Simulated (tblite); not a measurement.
# C5H14N2Si: the cost of one run

Programs: tblite 0.8.0 and PySCF 2.14.0, with density-fitted response routines of our own. Each step states its level of theory. These are calculated values for one molecule, in the gas phase or a continuum, unless marked as measured. Atoms count from 0, in the outputs and in this text.

## 1. The molecule as given

22 atoms, charge 0, multiplicity 1; geometry from: force field or distance geometry start.

Bonds of the start (Å): N0–C1 1.41, C1–C2 1.51, C2–C3 1.51, C3–C4 1.50, C4–N5 1.47, N5–Si6 1.76, N5–C7 1.43, C7–C2 1.52, N0–H8 1.05, N0–H9 1.07, C1–H10 1.12, C1–H11 1.12, C2–H12 1.09, C3–H13 1.11, C3–H14 1.12, C4–H15 1.11, C4–H16 1.11, Si6–H17 1.44, Si6–H18 1.49, Si6–H19 1.47, C7–H20 1.12, C7–H21 1.10.

## 2. Relaxing the molecule with GFN2-xTB

Job settings and geometry (Å):

```
{"job": {"kind": "relax", "xc": "GFN2-xTB", "basis": "xTB"}, "charge": 0, "multiplicity": 1}
N     -2.749500     1.215100    -0.199700
C     -2.000000     0.230300     0.476500
C     -0.917300    -0.432900    -0.333300
C     -0.260100    -1.428500     0.591100
C      1.178400    -1.280200     0.175000
N      1.251900     0.187400     0.154600
Si     2.845500     0.792400    -0.299200
C      0.185200     0.529500    -0.733700
H     -2.639100     2.181100     0.204000
H     -3.777200     0.971000    -0.059700
H     -2.689800    -0.587500     0.811000
H     -1.576600     0.657000     1.423300
H     -1.329400    -0.987800    -1.172800
H     -0.664700    -2.453100     0.451400
H     -0.381700    -1.019600     1.621600
H      1.885500    -1.704000     0.920900
H      1.276700    -1.699300    -0.845600
H      2.715600     1.909700    -1.202000
H      3.529300     1.250500     0.941100
H      3.716000    -0.232500    -0.888600
H     -0.120000     1.600600    -0.669100
H      0.510800     0.320500    -1.768400
```

Launch:

```sh
$ OMP_NUM_THREADS=1 python probes_run.py task.json out
```

One launch serves the whole session: the jobs run in the order shown.

**Question.** How long does this first job take on 1 thread of Arm Neoverse N1, shared host, and how much memory does it need?

About 1.9 s, with a peak of 0.18 GiB.
